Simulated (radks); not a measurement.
**In⁴⁺ in [Kr] 4d9: an all-electron calculation**

An exercise on one series of results from a longer session: the logs are not shown, and one member is left open.

The numbers are computed with radks (a radial shooting solver on a logarithmic mesh, Libxc functionals) version 1 (scalar-relativistic Kohn-Sham, PBE, spin-polarised, spherical densities, point nucleus; open shells are filled with parallel spins first), except any that are marked as measured or tabulated.

## The atom as given

```
element       : indium (Z = 49)
charge        : +4
electrons     : 45
configuration : [Kr] 4d9
```

The outer shells:

In⁴⁺
```
[Kr] core
4d [↑↓][↑↓][↑↓][↑↓][↑ ]
```

The first run:

Input:

```text
Z 49
configuration [Kr] 4d9
relativity scalar-relativistic
functional pbe,pbe
spin polarised
nucleus point
c 137.035999084
```

Steps of the session up to this table: Self-consistent calculation.

One of the session's tables, all rows but one given; the rest of the session is left out.

It belongs to the step «Orbitals and density». Radial moments (bohr):

| level | <r> | outermost maximum (interpolated) | 90 % within | nodes |
| --- | --- | --- | --- | --- |
| 1s up | 0.02971 | 0.0192 | 0.0534 | 0 |
| 1s down | 0.02971 | 0.0192 | 0.0534 | 0 |
| 2s up | 0.1285 | 0.109 | 0.199 | 1 |
| 2s down | 0.1285 | 0.109 | 0.199 | 1 |
| 2p up | 0.1122 | 0.0869 | 0.183 | 0 |
| 2p down | 0.1122 | 0.0869 | 0.183 | 0 |
| 3s up | 0.3486 | 0.315 | 0.513 | 2 |
| 3s down | 0.3485 | 0.316 | 0.513 | 2 |
| 3p up | 0.3471 | 0.309 | 0.522 | 1 |
| 3p down | 0.3471 | 0.309 | 0.522 | 1 |
| 3d up | ? | ? | ? | ? |
| 3d down | 0.3242 | 0.258 | 0.511 | 0 |
| 4s up | 0.8437 | 0.769 | 1.22 | 3 |
| 4s down | 0.8435 | 0.768 | 1.22 | 3 |
| 4p up | 0.9122 | 0.814 | 1.34 | 2 |
| 4p down | 0.9122 | 0.814 | 1.34 | 2 |
| 4d up | 1.108 | 0.918 | 1.70 | 1 |
| 4d down | 1.110 | 0.918 | 1.71 | 1 |

Q: Estimate the row for 3d up from the others.

**Answer.** <r>: 0.3243; outermost maximum (interpolated): 0.258; 90 % within: 0.512; nodes: 0. In the column «<r>» it lies between 3d down (0.3242) and 3p up (0.3471).

To keep in mind: Open shells are spherical and high-spin; term and fine-structure splittings are not resolved.
